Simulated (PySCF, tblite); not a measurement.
# C₇H₁₁BO₂: geometry, infrared bands and NMR shifts

Wanted: the infrared bands and NMR shifts of C₇H₁₁BO₂ (`BCO/C(C#C)=C\COC`), by calculation.

Programs: tblite 0.8.0 and PySCF 2.14.0, with density-fitted response routines of our own. Each step states its level of theory. These are calculated values for one molecule in the gas phase, unless marked as measured. Atoms count from 0, in the outputs and in this text.

### 1 Starting geometry

21 atoms, charge 0, multiplicity 1; geometry from: force field or distance geometry start.

Bonds of the start (Å): B0–C1 1.62, C1–O2 1.38, O2–C3 1.39, C3–C4 1.45, C4–C5 1.21, C3–C6 1.32, C6–C7 1.46, C7–O8 1.40, O8–C9 1.38, B0–H10 1.18, B0–H11 1.18, C1–H12 1.11, C1–H13 1.12, C5–H14 1.07, C6–H15 1.10, C7–H16 1.11, C7–H17 1.13, C9–H18 1.12, C9–H19 1.11, C9–H20 1.10.

### 2 Optimising the geometry with GFN2-xTB

Job settings and geometry (Å):

```
{"job": {"kind": "relax", "xc": "GFN2-xTB", "basis": "xTB"}, "charge": 0, "multiplicity": 1}
B      2.929700    -1.412600    -0.299300
C      1.519600    -1.030000     0.389600
O      1.252300     0.295800     0.139500
C      0.150800     1.043800     0.530400
C      0.158500     1.540000     1.891900
C      0.182700     1.970900     3.026900
C     -0.892700     1.308600    -0.230800
C     -1.036500     0.861600    -1.617900
O     -2.181600     0.065900    -1.702400
C     -2.147200    -1.053100    -0.887200
H      3.660800    -2.136600     0.282800
H      3.455000    -0.521900    -0.876100
H      1.500600    -1.324900     1.464000
H      0.788700    -1.715900    -0.117400
H      0.195300     2.363500     4.024500
H     -1.701500     1.901000     0.216100
H     -1.165500     1.775100    -2.230000
H     -0.141700     0.261100    -1.952700
H     -3.122900    -1.584500    -1.052800
H     -2.050600    -0.825900     0.191500
H     -1.362600    -1.765000    -1.191100
```

Run with:

```bash
$ OMP_NUM_THREADS=1 python probes_run.py task.json out
```

One launch serves the whole session: the jobs run in the order shown.

**Question.** This job is followed by: GFN2-xTB harmonic vibrations, gas phase; GIAO PBE0/pcSseg-1 NMR shielding, non-relativistic, gas phase. Predict these results of the whole session: strongest single infrared mode (GFN2-xTB); zero-point energy (GFN2-xTB); 13C shifts against TMS (PBE0/pcSseg-1); 1H shifts against TMS (PBE0/pcSseg-1, means over atoms taken as alike); 11B shifts against BF3·OEt2 (PBE0/pcSseg-1); 17O shifts against H2O (PBE0/pcSseg-1); surface potential, 1st and 99th percentile.

As calculated:

| quantity | value |
| --- | --- |
| strongest single infrared mode (GFN2-xTB) | 854 cm⁻¹, 181 km/mol |
| zero-point energy (GFN2-xTB) | 100.2 kcal/mol |
| 13C shifts against TMS (PBE0/pcSseg-1) | 149.6, 124.2, 91.4, 82.4, 78.6, 68.1, 57.9 ppm |
| 1H shifts against TMS (PBE0/pcSseg-1, means over atoms taken as alike) | 7.99, 5.59, 4.92, 4.46, 3.41, 2.92 ppm |
| 11B shifts against BF3·OEt2 (PBE0/pcSseg-1) | 87.8 ppm |
| 17O shifts against H2O (PBE0/pcSseg-1) | 109.0, 25.7 ppm |
| surface potential, 1st and 99th percentile | -1.61 V and 1.75 V |

**Reading.** Over 173 steps the energy fell by 0.908 eV; of the close pairs, B0–C1 changed most, 1.615 to 1.569 Å. No mode is imaginary among the 57: a minimum at this level. The strongest single mode, at 854 cm⁻¹, has its largest shares on H11, B0 and H10 (the list is cut at 3 atoms). Unscaled tight-binding wavenumbers are off by several per cent, some by more. Its intensities can rank the bands wrongly. C3 (alkene carbon bearing oxygen) lies farthest downfield among carbon, at 149.6 ppm; an sp2 carbon further deshielded by the attached heteroatom. At PBE0/pcSseg-1: Shielding is most anisotropic at C4 (span 288 ppm, paramagnetic term -151 ppm). At PBE0/pcSseg-1, counted by nearest atom on the grid, the HOMO lies on C6 32 %; O2 18 %, the LUMO on B0 53 %; H10, H11 about 15 % each.
